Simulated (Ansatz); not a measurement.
# NbH8: the cost of one run

Method: DFT PBE, scalar-relativistic, plane waves, PAW, in Ansatz 0.2.0.

1 further run of the same task is left out (set aside as unsound or not needed). Runs told in other sessions of the task aren't counted.

**1. Starting point**

The structure is tetragonal, space group I4/mmm (No. 139). Conventional cell: a = 7.080 Å, b = 7.080 Å, c = 2.850 Å, α = 90.00°, β = 90.00°, γ = 90.00°. Around Nb (site symmetry 4/mmm) lie 12 H at 1.85 to 1.99 Å. Around H (site symmetry m2m) lie 6 H at 1.94 to 1.96 Å and 2 Nb at 1.99 Å. H (site symmetry m2m) is surrounded by 1 Nb at 1.85 Å.

Structure file:

```cif
data_structure
_symmetry_space_group_name_H-M 'P 1'
_symmetry_Int_Tables_number 1
_cell_length_a 5.2049
_cell_length_b 5.2049
_cell_length_c 5.2049
_cell_angle_alpha 94.299
_cell_angle_beta 94.299
_cell_angle_gamma 148.219
_cell_volume 71.43
loop_
_atom_site_label
_atom_site_type_symbol
_atom_site_fract_x
_atom_site_fract_y
_atom_site_fract_z
_atom_site_occupancy
Nb1 Nb 0.00000 0.00000 0.00000 1
H1 H 0.36148 0.36148 0.72295 1
H2 H 0.36148 0.63852 0.00000 1
H3 H 0.63852 0.63852 0.27705 1
H4 H 0.63852 0.36148 0.00000 1
H5 H 0.00000 0.26114 0.26114 1
H6 H 0.26114 0.00000 0.26114 1
H7 H 0.00000 0.73886 0.73886 1
H8 H 0.73886 0.00000 0.73886 1
```

The cell was relaxed beforehand at this level, from a database cell with other species swapped in; it is a trial structure. At a tolerance of 0.05 Å it has space group I4/mmm (No. 139); it has 7.94 Å³/atom, an uncorrected energy of +0.57 eV/atom over the elements.

**2. Static run: bands, density of states and charges**

Input file input.yaml:

```yaml
crystal:
  lattice:
    - [-3.5397860204, 3.5397860204, 1.4251052117]
    - [3.5397860204, -3.5397860204, 1.4251052117]
    - [3.5397860204, 3.5397860204, -1.4251052117]
  atoms:
    - { symbol: Nb, position: [0.0, 0.0, 0.0] }
    - { symbol: H, position: [0.3614767519, 0.3614767519, 0.7229535038] }
    - { symbol: H, position: [0.3614767519, 0.6385232481, 0.0] }
    - { symbol: H, position: [0.6385232481, 0.6385232481, 0.2770464962] }
    - { symbol: H, position: [0.6385232481, 0.3614767519, 0.0] }
    - { symbol: H, position: [0.0, 0.2611367851, 0.2611367851] }
    - { symbol: H, position: [0.2611367851, 0.0, 0.2611367851] }
    - { symbol: H, position: [0.0, 0.7388632149, 0.7388632149] }
    - { symbol: H, position: [0.7388632149, 0.0, 0.7388632149] }
basis:
  ecutwfc: 420
kpoints:
  mp_grid: { grid: [14, 14, 14] }
  band_path:
    path:
      - [[0.0, 0.0, 0.0], [0.0, 0.0, 0.5], [-0.5, 0.5, 0.5], [0.0, 0.0, 0.0], [0.29052097, 0.29052097, -0.29052097]]
      - [[-0.29052097, 0.70947903, 0.29052097], [-0.5, 0.5, 0.5]]
      - [[0.0, 0.0, 0.5], [0.25, 0.25, 0.25], [0.0, 0.5, 0.0], [0.0, 0.0, 0.0]]
    npoints: 14
hamiltonian:
  xc: pbe
scf:
  occupations: { method: gaussian, width: 0.1 }
  n_extra_bands: 22
output:
  forces: true
  stress: true
  eigenvalues: true
  populations: true
  dos: { projected: true, de: 0.02, nscf_kmesh: { grid: [17, 17, 17] } }
  bader: true
```

The run is started by

```sh
> ansatz run input.yaml --threads 1 --pin off --max-ram 2560MiB --backend cpu --events-out ev --progress --plain --runs-dir out
```

Q: Estimate wall time and peak memory on 1 thread of Arm Neoverse N1, shared host.

About 3.4 min, with a peak of 0.82 GiB.
